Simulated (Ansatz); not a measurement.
# AlFH5NO: the cost of one run

Program: Ansatz 0.2.0. Level of theory: RHF/6-31G*. These are calculated values, not measurements.

## (1) Starting point

Bond lengths: Al1–N2 2.270 Å, N2–H3 1.060 Å, N2–H4 1.060 Å, Al1–H5 1.560 Å, Al1–O6 1.780 Å, O6–H7 1.010 Å, Al1–F8 1.990 Å. Angles: Al1–N2–H3 120.0°, Al1–N2–H4 120.0°, H3–N2–H4 120.0°, N2–Al1–H5 120.0°, N2–Al1–O6 120.0°, N2–Al1–F8 71.6°, H5–Al1–O6 120.0°, H5–Al1–F8 105.4°, O6–Al1–F8 92.8°, Al1–O6–H7 109.5°.

As a file:

```xyz
9

Al    0.0000    0.0000    0.0000
N     0.0000    0.0000    2.2700
H    -0.8770   -0.2713    2.8000
H     0.8770    0.2713    2.8000
H     1.3510    0.0000   -0.7800
O    -1.5415    0.0000   -0.8900
H    -2.0512   -0.8467   -0.6815
F    -0.2489    1.8720    0.6275
H    -0.1681    1.2645    1.7547
```

## (2) A restrained relaxation towards end A

Springs on the bonds that form and break draw the guess towards this end; the thresholds are loose.

File input.yaml:

```yaml
crystal:
  periodic: [false, false, false]
  atoms:
    - { symbol: Al, position_ang: [0.0, 0.0, 0.0] }
    - { symbol: "N", position_ang: [0.0, 0.0, 2.27] }
    - { symbol: H, position_ang: [-0.877, -0.2713, 2.8] }
    - { symbol: H, position_ang: [0.877, 0.2713, 2.8] }
    - { symbol: H, position_ang: [1.351, 0.0, -0.78] }
    - { symbol: O, position_ang: [-1.5415, 0.0, -0.89] }
    - { symbol: H, position_ang: [-2.0512, -0.8467, -0.6815] }
    - { symbol: F, position_ang: [-0.2489, 1.872, 0.6275] }
    - { symbol: H, position_ang: [-0.1681, 1.2645, 1.7547] }
basis:
  gaussian: { orbitals: "6-31G*" }
hamiltonian:
  xc: hf
relax:
  f_tol: 0.15
  max_steps: 25
  restrain:
    - { distance: [0, 7], at: 2.89, k: 30.0 }
    - { distance: [8, 1], at: 2.26, k: 30.0 }
    - { distance: [0, 1], at: 1.92, k: 30.0 }
    - { distance: [8, 7], at: 0.92, k: 30.0 }
```

Launch:

```sh
$ ansatz run input.yaml --threads 1 --pin off --max-ram 2048MiB --backend cpu --events-out ev --progress --plain --runs-dir out
```

**Question.** How long does this run take on 1 thread of Intel Xeon 6975P-C (Granite Rapids), shared host, and how much memory does it need?

About 9.7 s, with a peak of 0.16 GiB.
